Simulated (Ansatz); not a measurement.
# Na: pressure up to the limit of the methods

One table from this session's results is given with a row withheld; the runs are named, their logs left out.

Method: DFT, LDA, PAW with Ansatz's default frozen-core files, scalar-relativistic, in Ansatz 0.2.0.

### Starting point

It takes space group Fm-3m (No. 225, cubic). Conventional cell: a = 5.112 Å, b = 5.112 Å, c = 5.112 Å, α = 90.00°, β = 90.00°, γ = 90.00°. Na (site symmetry m-3m) has 12 Na at 3.61 Å in its first shell of neighbours.

As a file:

```xyz
1
Lattice="0.0000 2.5560 2.5560 2.5560 0.0000 2.5560 2.5560 2.5560 0.0000" Properties=species:S:1:pos:R:3 pbc="T T T"
Na    0.0000    0.0000    0.0000
```

Whether this phase is the stable one at these pressures isn't tested.

Set-up of the first run:

Input file input.yaml:

```yaml
crystal:
  lattice:
    - [0.0, 2.5560155302, 2.5560155302]
    - [2.5560155302, 0.0, 2.5560155302]
    - [2.5560155302, 2.5560155302, 0.0]
  atoms:
    - { symbol: Na, position: [0.0, 0.0, 0.0] }
kpoints:
  mp_grid: { grid: [13, 13, 13] }
scf:
  occupations: { method: fermi_dirac, width: 0.05 }
hamiltonian:
  xc: lda
  pseudopotentials: { kind: paw }
output:
  forces: true
  stress: true
  write_density: true
  write_potential: true
  elf: true
  volumetric_format: npy
relax:
  f_tol: 0.005
  max_steps: 40
  cell: {}
```

Started as:

```bash
$ ansatz run input.yaml --threads 1 --pin off --max-ram 2048MiB --backend cpu --events-out ev --progress --plain --runs-dir out
```

Among the steps run: Cell relaxed at zero pressure, PAW; Volume scaled by 1, PAW; Volume scaled by 0.95, PAW; Volume scaled by 0.85, PAW; Volume scaled by 0.75, PAW; Volume scaled by 0.65, PAW; Volume scaled by 0.55, PAW; Volume scaled by 0.45, PAW; Volume scaled by 0.4, PAW.

One of the session's tables, all rows but one given; the rest of the session is left out.

| method | volume over the first | volume (Å³/atom) | pressure (GPa) |
| --- | --- | --- | --- |
| PAW | 1 | 33.398 | 0.00 |
| PAW | 0.95 | 31.728 | 0.51 |
| PAW | 0.85 | 28.388 | 2.00 |
| PAW | 0.75 | 25.049 | 4.48 |
| PAW | 0.65 | 21.709 | 8.79 |
| PAW | 0.55 | 18.369 | 16.80 |
| PAW | 0.45 | 15.029 | 33.08 |
| PAW | 0.4 | ? | ? |

Q: Estimate the row for PAW, 0.4 from the others.

**Answer.** volume (Å³/atom): 13.359; pressure (GPa): 47.80. In the column «volume (Å³/atom)» it is the lowest.
